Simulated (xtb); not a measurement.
**GFN1-xTB run of CH6FSi3 (SMILES F[SiH]1[SiH2][CH][SiH2]1)**

We compute a structure relaxation of CH6FSi3. 

The calculation is run with xtb 6.7.1.

1 further run of the same task is left out (set aside as unsound or not needed).

### 1 The system as given

CH6FSi3 has 11 atoms, charge 0, and is taken as a doublet. As SMILES, `F[SiH]1[SiH2][CH][SiH2]1`. All atoms were displaced at random from a relaxed shape. The run starts from this shape.

Bond lengths: F1–Si2 1.628 Å, Si2–Si3 2.353 Å, Si3–C4 1.853 Å, Si2–Si5 2.189 Å, C4–Si5 1.789 Å, Si2–H6 1.501 Å, Si3–H7 1.579 Å, Si3–H8 1.359 Å, C4–H9 1.136 Å, Si5–H10 1.601 Å, Si5–H11 1.649 Å. Some angles: F1–Si2–Si3 113.8°, F1–Si2–Si5 118.2°, Si3–Si2–Si5 79.7°, Si2–Si3–C4 83.7°, Si3–C4–Si5 106.3°, Si2–Si5–C4 90.2°, F1–Si2–H6 93.5°, Si3–Si2–H6 130.0°, Si5–Si2–H6 124.2°, Si2–Si3–H7 122.0°.

### 2 A geometry optimisation at GFN1-xTB

The input, xtb.inp:

```
$chrg 0
$spin 1
$opt
   engine=inertial
$end
```

The input, start.xyz:

```xyz
11

F     -0.92277000     2.21115000     1.21414000
Si     0.20211000     1.34228000     0.42086000
Si     0.42679000    -0.86276000     1.21020000
C     -0.10260000    -1.31532000    -0.50643000
Si    -0.41712000     0.22634000    -1.35816000
H      1.19452000     2.46794000     0.40732000
H      1.79702000    -1.41872000     1.76297000
H     -0.39199000    -1.04487000     2.27963000
H     -0.32798000    -2.38458000    -0.81573000
H      0.62167000     0.61358000    -2.51369000
H     -1.83335000     0.24211000    -2.20277000
```

Started as:

```bash
$ xtb start.xyz --gfn 1 -o normal -I xtb.inp | tee out.txt
```

Q: Predict the results. Wanted: total energy at the end; dipole moment; HOMO energy; LUMO energy; dispersion energy.

Computed results:

Level: GFN1-xTB.

| quantity | value |
| --- | --- |
| total energy at the end | -16.03363 Eh |
| dipole moment | 1.87 D |
| HOMO energy (partly filled) | -9.90 eV |
| LUMO energy | -6.93 eV |
| dispersion energy | -12.19 kJ/mol |

**Reading.** At the final geometry: Bond lengths: F1–Si2 1.602 Å, Si2–Si3 2.414 Å, Si3–C4 1.836 Å, Si2–Si5 2.418 Å, C4–Si5 1.833 Å, Si2–H6 1.469 Å, Si3–H7 1.464 Å, Si3–H8 1.469 Å, C4–H9 1.089 Å, Si5–H10 1.472 Å, Si5–H11 1.463 Å. Some angles: F1–Si2–Si3 114.7°, F1–Si2–Si5 124.6°, Si3–Si2–Si5 74.3°, Si2–Si3–C4 90.1°, Si3–C4–Si5 105.4°, Si2–Si5–C4 90.1°, F1–Si2–H6 99.7°, Si3–Si2–H6 128.2°, Si5–Si2–H6 116.7°, Si2–Si3–H7 125.5°. The optimisation took 96 steps and changed the energy by -0.979 eV. Mulliken charges run from -0.31 on C4 to +0.38 on Si2.
